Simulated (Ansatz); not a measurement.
# SiH3O4 (SMILES [O][Si](O)(O)O) at UB2PLYP/6-31G(d) (spherical functions)

What is the vertical doublet–quartet gap of SiH3O4 at UB2PLYP/6-31G* (spherical functions)? 

The results are computed with Ansatz 0.2.0.

60 further runs of the same task are left out: 4 that didn't finish, 56 set aside as unsound or not needed. Runs told in other sessions of the task aren't counted.

### Step 1. Starting point

SiH3O4: 8 atoms, total charge 0, spin state doublet. SMILES: `[O][Si](O)(O)O`. The coordinates come from a PBE0-D4/def2-TZVP relaxation. This is one conformer, not always the lowest.

Bond lengths: O1–Si2 1.656 Å, Si2–O3 1.631 Å, Si2–O4 1.622 Å, Si2–O5 1.624 Å, O3–H6 0.959 Å, O4–H7 0.959 Å, O5–H8 0.958 Å. Angles: O1–Si2–O3 102.2°, O1–Si2–O4 107.0°, O1–Si2–O5 116.5°, O3–Si2–O4 116.6°, O3–Si2–O5 108.2°, O4–Si2–O5 106.6°, Si2–O3–H6 117.6°, Si2–O4–H7 116.9°, Si2–O5–H8 118.2°.

### Step 2. The energy at UB2PLYP/6-31G(d) (spherical functions)

Input file molecule.yaml:

```yaml
crystal:
  periodic: [false, false, false]
  atoms:
    - {symbol: O, position_ang: [-1.417600, 0.247800, 1.193000]}
    - {symbol: Si, position_ang: [-0.195800, 0.058700, 0.091000]}
    - {symbol: O, position_ang: [1.117100, -0.067300, 1.049800]}
    - {symbol: O, position_ang: [-0.249900, 1.339100, -0.902700]}
    - {symbol: O, position_ang: [-0.266300, -1.263500, -0.849700]}
    - {symbol: H, position_ang: [1.271400, 0.633000, 1.686700]}
    - {symbol: H, position_ang: [-0.094000, 1.173100, -1.833800]}
    - {symbol: H, position_ang: [-0.165000, -2.120800, -0.434300]}
basis:
  gaussian:
    orbitals: 6-31G_st_-spherical.json
total_charge: 0
magnetization:
  spin_polarized: true
  initial_magnetization: 1
hamiltonian:
  xc: {name: B2PLYP}
correlation:
  frozen_orbitals: {H: 0, O: 1, Si: 5}
accuracy: high
output: {orbitals: {seedname: orbitals}}
```

The basis set 6-31G* is read from a file made from the Basis Set Exchange's data (not shown).

The run is started by

```bash
$ ansatz run molecule.yaml --threads 1 --pin off --max-ram 3480MiB --events-out events.jsonl --progress --plain --runs-dir runs
```

The program printed:

```text
Warning: RAYON_NUM_THREADS=1 ignored (pool sized by the plan → 1); use --threads N
Functional definition: B2PLYP
  name "B2PLYP"
  parameter a = 0.53
  parameter c = 0.27
  exchange = (1 - a)*b88_x + a*exact_x
  correlation = (1 - c)*lyp_c + c*(mp2_os + mp2_ss)
1762 factors; integrals over basis functions are off by at most 3.3e-9 eV
mean field evaluation 1: about -16091.7817 eV, gradient 4.4e1 eV
mean field evaluation 2: about -16091.8221 eV, gradient 4.4e1 eV
mean field evaluation 4: about -16098.8852 eV, gradient 3.2e0 eV
mean field evaluation 8: about -16098.9702 eV, gradient 4.6e-1 eV
mean field evaluation 16: about -16098.9758 eV, gradient 4.2e-2 eV
mean field evaluation 32: about -16098.9772 eV, gradient 1.1e-4 eV
mean field -16098.97722959 eV, -591.6265009086 hartree, gradient 4.3e-8 eV, S^2 0.753576; 2 other end points of the search recorded, 0 dependent functions left out
9 core orbitals not correlated: weight in the atoms' cores, before any rotation towards them, 1.000 or more for the frozen orbitals, at most 0.000 for the correlated occupied ones
reference -16098.97725266 eV, -591.6265017565 hartree; 16, 15 occupied and 55, 56 virtual orbitals, 1762 factors
second order -24.55090280 eV of doubles, -0.00000000 eV of singles
Total energy: -16105.60599642 eV, -591.8701035965 hartree
```

Run time: 27 s. Hardware: 1 thread of Arm Neoverse V2, shared host; peak memory 0.4 GiB.

### Step 3. The quartet

Input file input.yaml:

```yaml
crystal:
  periodic: [false, false, false]
  atoms:
    - {symbol: O, position_ang: [-1.417600, 0.247800, 1.193000]}
    - {symbol: Si, position_ang: [-0.195800, 0.058700, 0.091000]}
    - {symbol: O, position_ang: [1.117100, -0.067300, 1.049800]}
    - {symbol: O, position_ang: [-0.249900, 1.339100, -0.902700]}
    - {symbol: O, position_ang: [-0.266300, -1.263500, -0.849700]}
    - {symbol: H, position_ang: [1.271400, 0.633000, 1.686700]}
    - {symbol: H, position_ang: [-0.094000, 1.173100, -1.833800]}
    - {symbol: H, position_ang: [-0.165000, -2.120800, -0.434300]}
basis:
  gaussian: {orbitals: 6-31G_st_-spherical.json}
correlation: {frozen_orbitals: {H: 0, O: 1, Si: 5}}
output: {orbitals: {seedname: orbitals}}
accuracy: high
hamiltonian: {xc: {name: B2PLYP}}
magnetization: {spin_polarized: true, initial_magnetization: 3}
```

The basis set 6-31G* is read from a file made from the Basis Set Exchange's data (not shown).

The run is started by

```bash
$ ansatz run input.yaml --threads 1 --pin off --max-ram 3480MiB --events-out events.jsonl --progress --plain --runs-dir runs
```

The program printed, shortened:

```text
Warning: RAYON_NUM_THREADS=1 ignored (pool sized by the plan → 1); use --threads N
Functional definition: B2PLYP
  name "B2PLYP"
[...]
1762 factors; integrals over basis functions are off by at most 3.3e-9 eV
[...]
mean field -16090.50200872 eV, -591.3150422865 hartree, gradient 2.8e-8 eV, S^2 3.763077; 6 other end points of the search recorded, 0 dependent functions left out
9 core orbitals not correlated: weight in the atoms' cores, before any rotation towards them, 1.000 or more for the frozen orbitals, at most 0.000 for the correlated occupied ones
reference -16090.50203309 eV, -591.3150431820 hartree; 17, 14 occupied and 54, 57 virtual orbitals, 1762 factors
second order -24.13826006 eV of doubles, -0.00000000 eV of singles
Total energy: -16097.01936331 eV, -591.5545506499 hartree
```

It took 62 s on 1 thread of Arm Neoverse V2, shared host; peak memory 0.53 GiB.

### Step 4. Outcome

Level: UB2PLYP/6-31G* (spherical functions), 9 core orbitals frozen.

| quantity | value |
| --- | --- |
| doublet: total energy | -591.87010 Eh |
| doublet: HOMO energy (SCF part's orbitals) (highest over α and β) | -10.53 eV |
| doublet: LUMO energy (SCF part's orbitals) (lowest over α and β) | -1.95 eV |
| doublet: ⟨S²⟩ | 0.754 |
| quartet: total energy | -591.55455 Eh |
| quartet: HOMO energy (SCF part's orbitals) (highest over α and β) | -2.09 eV |
| quartet: ⟨S²⟩ | 3.763 |
| vertical energy of the quartet above the doublet | 8.587 eV |

**Reading.** At this shape the quartet lies 8.59 eV (828 kJ/mol) above the doublet.
